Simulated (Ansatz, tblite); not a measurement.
# Sn24H30 hole sphere (Sn24H30): rung by rung

Aim: run the singlet of Sn24H30 hole sphere (Sn24H30) at one geometry on many levels, and compare frontier levels, spin and run time.

Computed with Ansatz 0.2.0, Gaussian basis. Level: as each input shows.

The runs, in order: GFN1-xTB, GFN2-xTB, PBE-D4/def2-TZVP, r2SCAN-D4/def2-TZVP, r2SCANh-D4/def2-TZVP, PBE-D4/def2-SVP, PBE0-D4/def2-SVP, MP2/def2-SVP.

**1. The geometry**

The geometry is that of the singlet, from an earlier relaxation (PBE-D4/def2-SVP).

54 atoms, charge 0, spin multiplicity 1.

Bond lengths: Sn1–Sn2 2.824 Å, Sn1–Sn5 2.828 Å, Sn1–H25 1.738 Å, Sn1–H26 1.738 Å, Sn2–Sn7 2.822 Å, Sn2–H27 1.738 Å, Sn2–H28 1.738 Å, Sn3–Sn4 2.819 Å, Sn3–Sn5 2.838 Å, Sn3–Sn14 2.819 Å, Sn3–H29 1.745 Å, Sn4–Sn9 2.819 Å, Sn4–H30 1.737 Å, Sn4–H31 1.739 Å, Sn5–Sn6 2.829 Å, Sn5–Sn15 2.827 Å, Sn6–Sn8 2.837 Å, Sn6–Sn10 2.827 Å and more. Angles: Sn2–Sn1–Sn5 111.0°, Sn2–Sn1–H25 109.9°, Sn2–Sn1–H26 110.1°, Sn5–Sn1–H25 109.3°, Sn5–Sn1–H26 109.6°, H25–Sn1–H26 106.9°, Sn1–Sn2–Sn7 109.4°, Sn1–Sn2–H27 110.1°, Sn1–Sn2–H28 110.1°, Sn7–Sn2–H27 110.1°, Sn7–Sn2–H28 110.1°, H27–Sn2–H28 107.1°, Sn4–Sn3–Sn5 109.2°, Sn4–Sn3–Sn14 110.4°, Sn4–Sn3–H29 109.5°, Sn5–Sn3–Sn14 109.6°, Sn5–Sn3–H29 108.7°, Sn14–Sn3–H29 109.4° and more.

Sn takes a core potential in the def2 sets. No spin-orbit coupling is included.

PBE0-D4/def2-TZVP was run before; its log isn't repeated, and its numbers join the tables.

**2. GFN1-xTB**

Tight binding, by tblite at 300 K electronic temperature and without a spin-polarisation term:

```python
tblite.interface.Calculator('GFN1-xTB', numbers, positions, charge=0, uhf=0).singlepoint()
```

Energy -2092.7107 eV, HOMO -10.35 eV, LUMO -9.12 eV; 0.49 s.

**3. GFN2-xTB**

Tight binding, by tblite at 300 K electronic temperature and without a spin-polarisation term:

```python
tblite.interface.Calculator('GFN2-xTB', numbers, positions, charge=0, uhf=0).singlepoint()
```

Energy -1805.9803 eV, HOMO -10.76 eV, LUMO -9.95 eV; 1.2 s.

**4. PBE-D4/def2-TZVP**

start.molden holds the orbitals of an earlier run on this state, given as this run's starting guess.

Input file in.yaml:

```yaml
crystal:
  periodic: [false, false, false]
  atoms:
    - {symbol: Sn, position_ang: [-0.013416, -5.325687, 0.071972]}
    - {symbol: Sn, position_ang: [0.004917, -5.341888, 2.895868]}
    - {symbol: Sn, position_ang: [0.009530, -2.651166, -3.765298]}
    - {symbol: Sn, position_ang: [-2.312419, -1.345400, -4.686890]}
    - {symbol: Sn, position_ang: [0.001976, -2.680354, -0.927616]}
    - {symbol: Sn, position_ang: [-2.268694, -1.313829, 0.061009]}
    - {symbol: Sn, position_ang: [0.004712, -2.685408, 3.847400]}
    - {symbol: Sn, position_ang: [-2.278073, -1.320276, 2.898168]}
    - {symbol: Sn, position_ang: [-2.303937, 1.317842, -3.762204]}
    - {symbol: Sn, position_ang: [-2.319794, 1.335367, -0.924987]}
    - {symbol: Sn, position_ang: [-4.601119, 2.676494, 0.071292]}
    - {symbol: Sn, position_ang: [-2.327033, 1.339277, 3.847477]}
    - {symbol: Sn, position_ang: [-4.629212, 2.664225, 2.894811]}
    - {symbol: Sn, position_ang: [2.318372, -1.323431, -4.690226]}
    - {symbol: Sn, position_ang: [2.270045, -1.310087, 0.058472]}
    - {symbol: Sn, position_ang: [2.283369, -1.315057, 2.895616]}
    - {symbol: Sn, position_ang: [2.287532, 1.338655, -3.764377]}
    - {symbol: Sn, position_ang: [-0.015190, 2.682575, -4.680734]}
    - {symbol: Sn, position_ang: [2.316806, 1.340317, -0.927157]}
    - {symbol: Sn, position_ang: [-0.001714, 2.620356, 0.062256]}
    - {symbol: Sn, position_ang: [2.326121, 1.344173, 3.845727]}
    - {symbol: Sn, position_ang: [-0.002234, 2.632801, 2.899478]}
    - {symbol: Sn, position_ang: [4.621823, 2.641071, 0.068087]}
    - {symbol: Sn, position_ang: [4.624868, 2.673809, 2.891598]}
    - {symbol: H, position_ang: [-1.424207, -6.153545, -0.516253]}
    - {symbol: H, position_ang: [1.368070, -6.186336, -0.537975]}
    - {symbol: H, position_ang: [-1.387180, -6.190668, 3.497432]}
    - {symbol: H, position_ang: [1.408899, -6.184034, 3.478680]}
    - {symbol: H, position_ang: [0.019604, -4.298526, -4.340772]}
    - {symbol: H, position_ang: [-3.717869, -2.165412, -4.078321]}
    - {symbol: H, position_ang: [-2.396461, -1.390226, -6.422854]}
    - {symbol: H, position_ang: [-3.699323, -2.140312, -0.503164]}
    - {symbol: H, position_ang: [0.005620, -2.658547, 5.591559]}
    - {symbol: H, position_ang: [-3.713653, -2.151136, 3.441714]}
    - {symbol: H, position_ang: [-3.737785, 2.132924, -4.332178]}
    - {symbol: H, position_ang: [-6.039019, 1.918296, -0.544008]}
    - {symbol: H, position_ang: [-4.603357, 4.312785, -0.515343]}
    - {symbol: H, position_ang: [-2.305733, 1.325604, 5.591650]}
    - {symbol: H, position_ang: [-6.058751, 1.863784, 3.474064]}
    - {symbol: H, position_ang: [-4.672694, 4.292579, 3.500318]}
    - {symbol: H, position_ang: [2.396079, -1.371014, -6.426502]}
    - {symbol: H, position_ang: [3.734367, -2.128112, -4.085585]}
    - {symbol: H, position_ang: [3.701793, -2.133759, -0.506849]}
    - {symbol: H, position_ang: [3.720840, -2.143471, 3.437895]}
    - {symbol: H, position_ang: [3.710655, 2.171135, -4.336122]}
    - {symbol: H, position_ang: [-0.013157, 2.790874, -6.415912]}
    - {symbol: H, position_ang: [-0.023940, 4.305082, -4.059683]}
    - {symbol: H, position_ang: [-0.003928, 4.271899, -0.503703]}
    - {symbol: H, position_ang: [2.306373, 1.330338, 5.589889]}
    - {symbol: H, position_ang: [-0.003258, 4.291693, 3.442303]}
    - {symbol: H, position_ang: [6.038125, 1.820555, -0.517058]}
    - {symbol: H, position_ang: [4.687854, 4.264350, -0.549612]}
    - {symbol: H, position_ang: [6.056716, 1.896571, 3.496413]}
    - {symbol: H, position_ang: [4.648074, 4.312236, 3.470202]}
basis:
  gaussian: {orbitals: def2-TZVP, fitting: {mean_field: def2-universal-jkfit}, initial_orbitals: start.molden}
hamiltonian: {xc: pbe, dispersion: d4}
scf: {omitted_lower_state_checks: [starts]}
output: {orbitals: {seedname: orbitals}}
```

On the command line:

```
$ ansatz run in.yaml --threads 11 --pin off --events-out ev --progress --plain --max-ram 174080MiB --backend cuda --devices 0, --max-vram 75GiB
```

After this run come: r2SCAN-D4/def2-TZVP; r2SCANh-D4/def2-TZVP; PBE-D4/def2-SVP; PBE0-D4/def2-SVP; MP2/def2-SVP.

Before running them: what should the planned runs give, taken together? Wanted: gap in def2-TZVP, named functionals, smallest and largest; correlation energy, MP2/def2-SVP; binding an atom, functionals in def2-TZVP; PBE0 total energy, smallest basis above largest.

**Answer**, as computed:

| quantity | value |
| --- | --- |
| gap in def2-TZVP, named functionals, smallest and largest | 2.68 eV (PBE-D4), 4.12 eV (PBE0-D4) |
| correlation energy, MP2/def2-SVP | -73.05 eV |
| binding an atom, functionals in def2-TZVP | 2.50 (r2SCANh-D4) to 2.50 eV (r2SCAN-D4) |
| PBE0 total energy, smallest basis above largest | 4.24 eV (def2-SVP, def2-TZVP) |

What this shows: Over the named functionals in def2-TZVP the gap runs from 2.68 eV (PBE-D4) to 4.12 eV (PBE0-D4); exact exchange widens it.
